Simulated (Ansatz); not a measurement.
# ClFH4O2Si2: basis-set convergence

Aim: see how fast density functionals converge with the basis set for ClFH4O2Si2.

Program: Ansatz 0.2.0, Gaussian basis. Level of theory: one geometry, several basis sets. These are calculated values, not measurements.

Plan: PBE0-D4/def2-SVP; ωB97M-V/def2-SVP; PBE0-D4/def2-QZVPP; ωB97M-V/def2-QZVPP; the functionals' def2-TZVPP values are taken from earlier runs.

## Step 1: The relaxed structure

The geometry comes from an earlier relaxation with PBE0-D4 in a triple-zeta def2 set; it is a stationary point, not always the lowest conformer.

10 atoms, charge 0, spin multiplicity 1.

Atoms are counted from 1 here; the program's logs count them from 0.

Bond lengths: O1–Si2 1.635 Å, O1–H7 0.961 Å, Si2–F3 1.600 Å, Si2–Si4 2.354 Å, Si2–H8 1.480 Å, Si4–O5 1.638 Å, Si4–Cl6 2.079 Å, Si4–H9 1.478 Å, O5–H10 0.959 Å. Angles: Si2–O1–H7 116.8°, O1–Si2–F3 111.3°, O1–Si2–Si4 108.1°, O1–Si2–H8 106.0°, F3–Si2–Si4 107.3°, F3–Si2–H8 107.6°, Si4–Si2–H8 116.6°, Si2–Si4–O5 113.7°, Si2–Si4–Cl6 102.0°, Si2–Si4–H9 117.4°, O5–Si4–Cl6 110.6°, O5–Si4–H9 105.5°, Cl6–Si4–H9 107.4°, Si4–O5–H10 118.7°.

Geometry (Å):

```xyz
10
charge 0, multiplicity 1
O    -0.5294    0.3154   -1.9893
Si   -0.4829   -0.8457   -0.8396
F     0.4024   -2.0929   -1.3086
Si    0.5429    0.0611    1.0750
O    -0.4677    0.9554    2.0036
Cl    2.0264    1.2580    0.2463
H     0.2572    0.8580   -2.0896
H    -1.8758   -1.3204   -0.6843
H     1.2014   -0.8812    2.0037
H    -0.9916    1.6411    1.5856
```

## Step 2: PBE0-D4 in def2-SVP

Input file in.yaml:

```yaml
crystal:
  periodic: [false, false, false]
  atoms:
    - {symbol: O, position_ang: [-0.529422, 0.315363, -1.989263]}
    - {symbol: Si, position_ang: [-0.482937, -0.845666, -0.839560]}
    - {symbol: F, position_ang: [0.402431, -2.092897, -1.308585]}
    - {symbol: Si, position_ang: [0.542880, 0.061082, 1.075040]}
    - {symbol: O, position_ang: [-0.467689, 0.955365, 2.003561]}
    - {symbol: Cl, position_ang: [2.026429, 1.257965, 0.246349]}
    - {symbol: H, position_ang: [0.257193, 0.858036, -2.089613]}
    - {symbol: H, position_ang: [-1.875763, -1.320379, -0.684326]}
    - {symbol: H, position_ang: [1.201450, -0.881164, 2.003686]}
    - {symbol: H, position_ang: [-0.991572, 1.641096, 1.585611]}
basis:
  gaussian: {orbitals: def2-SVP}
hamiltonian: {xc: pbe0, dispersion: d4}
output: {orbitals: {seedname: orbitals}}
```

Command:

```
$ ansatz run in.yaml --threads 4 --pin off --events-out ev --progress --plain --max-ram 10444MiB
```

The runs that follow: ωB97M-V in def2-SVP; PBE0-D4 in def2-QZVPP; ωB97M-V in def2-QZVPP.

Before running them: what should the planned runs give, taken together? Wanted: PBE0-D4: double and triple zeta above quadruple; ωB97M-V: double and triple zeta above quadruple.

The runs gave:

| quantity | value |
| --- | --- |
| PBE0-D4: double and triple zeta above quadruple | 20.37, 1.32 eV |
| ωB97M-V: double and triple zeta above quadruple | 20.42, 1.24 eV |

In words: PBE0-D4 gains 19.05 eV from double to triple zeta, then 1.32 eV more. Total energies overstate the basis error of differences, where much of it tends to cancel. The LUMO of ωB97M-V is positive and keeps falling with the basis (1.44 to 0.68 eV): an unbound level that the basis holds in place.
